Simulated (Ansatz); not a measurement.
# Hafnium, omega (AlB2-type) under LDA: from relaxation to bulk modulus

The plan for hafnium in the omega (AlB2-type) structure: relax it, solve it on a dense k-mesh, then scale the cell to 7 volumes from 88 to 112 % of the relaxed one and try a fit of the equation of state. Spin polarisation is left out. The k-meshes are 7×7×10 for the relaxation; 10×10×14 for the dense run; 9×9×12 for the volumes.

Method: DFT LDA (PW92), plane waves (420 eV) with PAW, scalar-relativistic; the PAW data stem from PBE, with regenerated cores, in Ansatz 0.2.0.

## Step 1: Starting point

The structure is hexagonal, space group P6/mmm (No. 191). Conventional cell: a = 5.020 Å, b = 5.020 Å, c = 3.077 Å, α = 90.00°, β = 90.00°, γ = 120.00°. Around Hf (site symmetry 6/mmm) lie 14 Hf at 3.08 to 3.28 Å. Hf (site symmetry -6m2) is surrounded by 11 Hf at 2.90 to 3.28 Å.

Structure file:

```
CELL_PARAMETERS angstrom
5.01956 0.00000 0.00000
-2.50978 4.34706 0.00000
0.00000 0.00000 3.07699
ATOMIC_POSITIONS crystal
Hf 0.00000 0.00000 0.00000
Hf 0.33333 0.66667 0.50000
Hf 0.66667 0.33333 0.50000
```

## Step 2: Geometry optimisation

input.yaml reads:

```yaml
crystal:
  lattice:
    - [5.0195555627, 0.0, 0.0]
    - [-2.5097777813, 4.347062633, 0.0]
    - [0.0, 0.0, 3.0769875599]
  atoms:
    - { symbol: Hf, position: [0.0, 0.0, 0.0] }
    - { symbol: Hf, position: [0.3333333333, 0.6666666667, 0.5] }
    - { symbol: Hf, position: [0.6666666667, 0.3333333333, 0.5] }
hamiltonian:
  xc: lda
  pseudopotentials:
    kind: paw
    azcp:
      Hf: "pseudopotentials/Hf.paw.azcp"
basis:
  ecutwfc: 420
  fft_grid_basis: typed
kpoints:
  mp_grid: { grid: [7, 7, 10], shift: [0, 0, 0] }
magnetization:
  spin_polarized: false
scf:
  occupations: { method: fermi_dirac, width: 0.1 }
relax:
  max_steps: 60
  f_tol: 0.01
  cell: {}
```

Further steps of the session: The energy on a finer k-mesh; Volume × 0.88; Volume × 0.92; Volume × 0.96; Volume × 1.0; Volume × 1.04; Volume × 1.08; Volume × 1.12.

Q: Predict the outcome of this session. Wanted: space group; conventional cell; volume; shortest distance; gap on the mesh; relative to hcp; V₀, B₀, B₀′.

As calculated:

| quantity | value |
| --- | --- |
| space group (spins left aside) | P6/mmm (No. 191) |
| conventional cell | a = 4.858 Å, c = 3.028 Å (c/a = 0.623) |
| volume | 20.628 Å³/atom |
| shortest distance | 2.805 Å |
| gap on the mesh | none (levels filled in part) |
| relative to hcp | +25 meV/atom |
| V₀, B₀, B₀′ | 20.611 Å³/atom, 122 GPa, 3.6 |

From the guessed start the volume shrank by 7.8 % in 6 steps. Against the reference form of hafnium (hcp, computed apart with the same settings) it stands 25 meV/atom higher. Levels at the Fermi energy are filled in part, as in a metal. B₀ comes out at 122 GPa; letting shape and positions relax at each volume could only lower it. Relaxation kept the symmetry; phonons were not checked.
